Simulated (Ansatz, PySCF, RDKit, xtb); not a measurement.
# Solving Sn2H4F2, step by step

Task: start from the formula Sn2H4F2, draw up candidate structures, narrow them down in stages, and characterise the one that lies lowest at 298.15 K.

The funnel: GFN2-xTB relaxations, single points with a density functional, relaxations at B3LYP-D3(BJ)/def2-SVP, harmonic vibrations, and a last energy at a higher level. All values are calculated.

6 further runs of the same task are left out: 6 set aside as unsound or not needed.

### 1 Candidates

A program enumerates the bonding patterns with one Lewis structure each (two rings at most, one unusual centre or charged pair), with their diastereomers. O–O, O–halogen and N–halogen bonds and N–N–N chains are not drawn. That gives 2 candidates.

| label | SMILES | spin |
| --- | --- | --- |
| c093 | [F][SnH2][SnH2][F] | singlet |
| c761 | [F][SnH]([F])[SnH3] | singlet |

Candidates are built by distance geometry, with a force field where one applies, in up to four conformers (letters a to d). 16 starts with atoms placed at random are added, to find patterns that the rules miss.

Q: Predict the outcome of this search (final energies at CCSD(T)/def2-SVP + MP2/def2-TZVPP - MP2/def2-SVP).

| quantity | value |
| --- | --- |
| lowest structure found | [F][SnH]([F])[SnH3], singlet, Cs |
| next finalist | [F][SnH2][SnH2][F], singlet, 4.6 kcal/mol higher in G |
| share at equilibrium, among the finalists | 99.9 % |
| harmonic wavenumbers, lowest and highest (B3LYP-D3(BJ)/def2-SVP) | 50 and 1937 cm⁻¹ |
| rotational constants, same geometry | 0.1311, 0.02568, 0.02369 cm⁻¹ |
| dipole moment (PBE0/def2-TZVPD) | 4.46 D |
| HOMO energy (PBE0/def2-TZVPD) | -8.47 eV |
| LUMO energy (PBE0/def2-TZVPD) | -1.73 eV |
| HOMO–LUMO gap (PBE0/def2-TZVPD) | 6.74 eV |
| lowest excitation (TD-CAM-B3LYP/def2-SVPD) | 6.18 eV (f = 0.018) |
| strongest of the states computed, same level | 6.57 eV (f = 0.762) |
| lowest triplet excitation, same level, Tamm-Dancoff | 4.86 eV |
| vertical ionisation energy | 10.36 eV |
| vertical electron affinity | 0.26 eV |
| vertical triplet less singlet | +4.76 eV |

The lowest structure found is `[F][SnH]([F])[SnH3]`. Among the finalists first place is clear (4.6 kcal/mol); structures outside the list aren't covered. HF/def2-SVP and MP2/def2-SVP already put its bonding pattern lowest among the structures in one piece; B3LYP-D3(BJ)/def2-SVP favours the singlet [H]1[F][SnH][H][SnH][F]1 ‡. Spin-orbit coupling, which matters for elements this heavy, is left out. The search is not exhaustive (a finite list of starts, one conformer a finalist), so a lower isomer can't be ruled out. Patterns outside the rules of the enumeration were met only by chance.

‡ marks the bonded skeleton alone, with all bonds drawn single: no Lewis structure was assigned that passes a check against the bond lengths.
